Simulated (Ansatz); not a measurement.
# BClFHSe: one species, many methods

An exercise on one series of results from a longer session: the logs are not shown, and one member is left open.

The runs use Ansatz 0.2.0, Gaussian basis; functionals in def2-TZVPP, the program's frozen cores in correlated methods.

The runs, in order: LDA (SPW92), PBE-D4, revPBE-D4, BLYP-D4, r2SCAN-D4, B97M-V, PBE0-D4, B3LYP-D4, r2SCANh-D4, r2SCAN0-D4, HSE06-D4, BHLYP-D4, CAM-B3LYP-D4, LC-ωPBE, ωB97X-V, ωB97M-V, B2PLYP, PBE-QIDH; CCSD(T)/def2-SVP; CCSD(T)/def2-TZVPP; CCSD(T)/def2-QZVPP; extrapolation to the limit; RPA on PBE.

**Structure used throughout**

The geometry comes from an earlier relaxation with PBE0-D4 in a triple-zeta def2 set; it is a stationary point.

SMILES `FB(Cl)[SeH]`, 5 atoms, charge 0, spin multiplicity 1.

Atoms are counted from 1 here; the program's logs count them from 0.

Bond lengths: F1–B2 1.317 Å, B2–Cl3 1.748 Å, B2–Se4 1.936 Å, Se4–H5 1.466 Å. Angles: F1–B2–Cl3 118.6°, F1–B2–Se4 117.5°, Cl3–B2–Se4 123.8°, B2–Se4–H5 94.2°.

Set-up of the first run:

in.yaml

```yaml
crystal:
  periodic: [false, false, false]
  atoms:
    - {symbol: F, position_ang: [1.396999, -1.264024, 0.026148]}
    - {symbol: B, position_ang: [0.331554, -0.495674, 0.122004]}
    - {symbol: Cl, position_ang: [-0.976214, -1.003127, 1.165483]}
    - {symbol: Se, position_ang: [0.312479, 1.141045, -0.912451]}
    - {symbol: H, position_ang: [-1.014918, 1.548082, -0.442583]}
basis:
  gaussian: {orbitals: def2-TZVPP}
hamiltonian: {xc: lda}
output: {orbitals: {seedname: orbitals}}
```

On the command line:

```sh
> ansatz run in.yaml --threads 2 --pin off --events-out ev --progress --plain --max-ram 32768MiB --backend cpu
```

Among the steps run: LDA; PBE-D4 (GGA); revPBE-D4 (GGA); BLYP-D4 (GGA); r2SCAN-D4 (meta-GGA); B97M-V (meta-GGA); B3LYP-D4 (hybrid); r2SCANh-D4 (hybrid); r2SCAN0-D4 (hybrid); HSE06-D4 (hybrid); BHLYP-D4 (hybrid); CAM-B3LYP-D4 (range-separated); LC-ωPBE (range-separated); ωB97X-V (range-separated); ωB97M-V (range-separated); B2PLYP (double hybrid); PBE-QIDH (double hybrid).

One of the session's tables, all rows but one given; the rest of the session is left out.

It belongs to the step «Orbital energies across the functionals». 

```
  functional  HOMO (eV)  gap (eV)
 LDA (SPW92)      -6.86      4.85
      PBE-D4      -6.69      4.96
   revPBE-D4      -6.64      5.01
     BLYP-D4      -6.51      4.95
   r2SCAN-D4      -6.99      5.56
      B97M-V          ?         ?
     PBE0-D4      -7.85      7.05
    B3LYP-D4      -7.60      6.61
  r2SCANh-D4      -7.41      6.31
  r2SCAN0-D4      -8.05      7.43
    HSE06-D4      -7.46      6.27
    BHLYP-D4      -8.84      9.13
CAM-B3LYP-D4      -9.12      9.46
     LC-ωPBE     -10.48     11.96
     ωB97X-V     -10.12     11.56
     ωB97M-V      -9.97     11.27
```

Q: Estimate the row for B97M-V from the others.

**Answer.** HOMO (eV): -7.01; gap (eV): 5.71. In the column «HOMO (eV)» it lies between r2SCANh-D4 (-7.41) and r2SCAN-D4 (-6.99).
